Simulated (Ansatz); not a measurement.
VBiO4:

```
CELL_PARAMETERS angstrom
-2.56105 2.56105 5.79606
2.56105 -2.56105 5.79606
2.56105 2.56105 -5.79606
ATOMIC_POSITIONS crystal
Bi 0.75000 0.25000 0.50000
Bi 0.00000 0.00000 0.00000
V 0.25000 0.75000 0.50000
V 0.50000 0.50000 0.00000
O 0.43810 0.32910 0.60895
O 0.57915 0.68810 0.60899
O 0.72016 0.82915 0.39105
O 0.07910 0.97016 0.39101
O 0.67090 0.27984 0.10899
O 0.02984 0.42085 0.10895
O 0.31190 0.92090 0.89105
O 0.17085 0.56190 0.89101
```

Measurements of this composition are mostly on another form, of space group No. 15.

Base run:

| Item | Value |
| --- | --- |
| Program | Ansatz 0.2.0 |
| Functional | PBEsol |
| Potentials or basis | Ansatz PAW |
| Cutoff | 420 eV (not typed: the program's choice for these potentials) |
| k mesh | 7 × 7 × 7 |
| Occupations | fermi-dirac, width 0.05 eV |
| Spin | collinear spin, ferromagnetic start |
| Starting moments | [0.0, 0.0, 2.0, 2.0, 0.0, 0.0, 0.0, 0.0, 0.0, 0.0, 0.0, 0.0] μB |
| Hubbard terms | V d U = 2 eV |

Its results: band gap on the k mesh 2.19 eV, indirect (least direct gap 2.20 eV); pressure -1.4 GPa; net moment 0.00 μB per cell; largest force 0.201 eV/Å.

Task: The run is repeated on the same cell with these changes: hubbard terms from V d U = 2 eV to V d U = 4 eV. What comes out?

Result: Band gap on the k mesh 2.28 eV, indirect (least direct gap 2.28 eV); pressure -1.1 GPa; net moment 0.00 μB per cell; largest force 0.135 eV/Å.

Caveats: the magnetic or orbital state may not be the lowest; spin-orbit coupling is left out, which as a rule narrows the gap of such compounds by several tenths of an eV; the PAW data sets come from PBE, with cores solved anew for the run's functional, which leaves a small shift of forces and pressure; the starting moments weren't kept; the k mesh misses the band edges, so the gap on the mesh is wider than the one along the path (some runs).
